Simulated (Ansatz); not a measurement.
# RbOs: the cost of one run

Computed with Ansatz 0.2.0 (DFT PBE, scalar-relativistic, plane waves, PAW, unless a step's input says otherwise).

## Step 1: Starting point

The structure is hexagonal, space group P6/mmm (No. 191). Conventional cell: a = 6.062 Å, b = 6.062 Å, c = 4.891 Å, α = 90.00°, β = 90.00°, γ = 120.00°. Around Rb (site symmetry mmm) lie 6 Os at 3.01 to 3.03 Å and 4 Rb at 3.03 Å. Os (site symmetry 6/mmm) is surrounded by 6 Rb at 3.03 Å. Around Os (site symmetry -6m2) lie 6 Rb at 3.01 Å.

Coordinates:

```
CELL_PARAMETERS angstrom
6.06155 0.00000 0.00000
-3.03077 5.24946 0.00000
0.00000 0.00000 4.89057
ATOMIC_POSITIONS crystal
Rb 0.50000 0.00000 0.00000
Rb 0.50000 0.50000 0.00000
Rb 0.00000 0.50000 0.00000
Os 0.00000 0.00000 0.00000
Os 0.33333 0.66667 0.50000
Os 0.66667 0.33333 0.50000
```

This is candidate A: CoSn type (P6/mmm, No. 191).

(A quick probe on a coarse mesh, which set the mesh and smearing, is not shown.)

## Step 3: A loose first relaxation (candidate A)

The input, input.yaml:

```yaml
crystal:
  lattice:
    - [6.0615498134, 0.0, 0.0]
    - [-3.0307749067, 5.2494561248, 0.0]
    - [0.0, 0.0, 4.8905685995]
  atoms:
    - { symbol: Rb, position: [0.5, 0.0, 0.0] }
    - { symbol: Rb, position: [0.5, 0.5, 0.0] }
    - { symbol: Rb, position: [0.0, 0.5, 0.0] }
    - { symbol: Os, position: [0.0, 0.0, 0.0] }
    - { symbol: Os, position: [0.3333333333, 0.6666666667, 0.5] }
    - { symbol: Os, position: [0.6666666667, 0.3333333333, 0.5] }
basis:
  ecutwfc: 420
kpoints:
  mp_grid: { grid: [3, 3, 4] }
hamiltonian:
  xc: pbe
scf:
  occupations: { method: gaussian, width: 0.1 }
  lower_state_search: "off"
output:
  forces: true
  stress: true
  eigenvalues: true
relax:
  adjacent_minimum: "off"
  f_tol: 0.04
  max_steps: 70
  cell: { stress_tol: 0.4 }
```

Started as:

```sh
> ansatz run input.yaml --threads 1 --pin off --max-ram 2560MiB --backend cpu --events-out ev --progress --plain --runs-dir out
```

Q: Estimate wall time and peak memory on 1 thread of Arm Neoverse V1, shared host.

About 38 s, with a peak of 0.43 GiB.
